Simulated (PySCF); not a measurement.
# CH3ClLiN, a complex of two parts: interaction energy

An exercise on one series of results from a longer session: the logs are not shown, and one member is left open.

Computed with PySCF 2.14.0; each step states its level. No surroundings beyond the atoms listed, unless a continuum is named. Atoms count from 0, parts from 1.

### Starting point

7 atoms, charge 0, multiplicity 1; geometry: GFN2-xTB. Parts: 1 = atoms 0–1, `[Li][Cl]`, charge 0; 2 = atoms 2–6, `C=N`, charge 0.

Set-up of the first run:

What the job is given:

```
{"job": {"xc": "PBE0", "basis": "def2-SVPD", "d3": "d3bj", "grid": 2, "kind": "geom", "shake": 0.01}, "charge": 0, "multiplicity": 1, "parts": [{"atoms": "0-1", "charge": 0, "multiplicity": 1}, {"atoms": "2-6", "charge": 0, "multiplicity": 1}]}
Li    -1.653148     0.031385    -0.772278
Cl     0.320986     0.012752    -0.661188
C     -2.334627    -2.398218     0.205790
N     -2.939848    -1.420859    -0.228303
H     -1.238040    -2.319603     0.223356
H     -2.763265    -3.320300     0.578498
H     -3.972774    -1.558945    -0.218834
```

On the command line:

```console
$ OMP_NUM_THREADS=1 python cluster_run.py task.json out
```

This one command runs all jobs of the session in turn.

Steps of the session up to this table: Optimising the geometry at PBE0-D3(BJ)/def2-SVPD; Coupled-cluster interaction energy: CCSD(T) and MP2.

One table of the session follows, with a row left open; its other results are not shown here.

It belongs to the step «Coupled-cluster interaction energy: CCSD(T) and MP2». 

```
                 method  interaction energy (kcal/mol)
         HF/aug-cc-pVDZ                         -23.62
        MP2/aug-cc-pVDZ                         -23.21
       CCSD/aug-cc-pVDZ                         -22.96
    CCSD(T)/aug-cc-pVDZ                         -22.88
         HF/aug-cc-pVTZ                         -23.80
        MP2/aug-cc-pVTZ                         -24.20
    SCS-MP2/aug-cc-pVTZ                         -23.58
      MP2, extrapolated                         -24.54
CCSD(T), limit estimate                              ?
```

Estimate the missing values for CCSD(T), limit estimate.

As computed: interaction energy (kcal/mol): -24.21. In the column «interaction energy (kcal/mol)» it lies between MP2, extrapolated (-24.54) and MP2/aug-cc-pVTZ (-24.20).

In this run the core of Li (1s) is correlated, in a basis without core functions; only the other cores are frozen.

Caveats from the session: The interaction energy leaves out the deformation of the parts, 0.53 kcal/mol (MP2); added to the CCSD(T) estimate it gives a binding of about -23.68 kcal/mol.
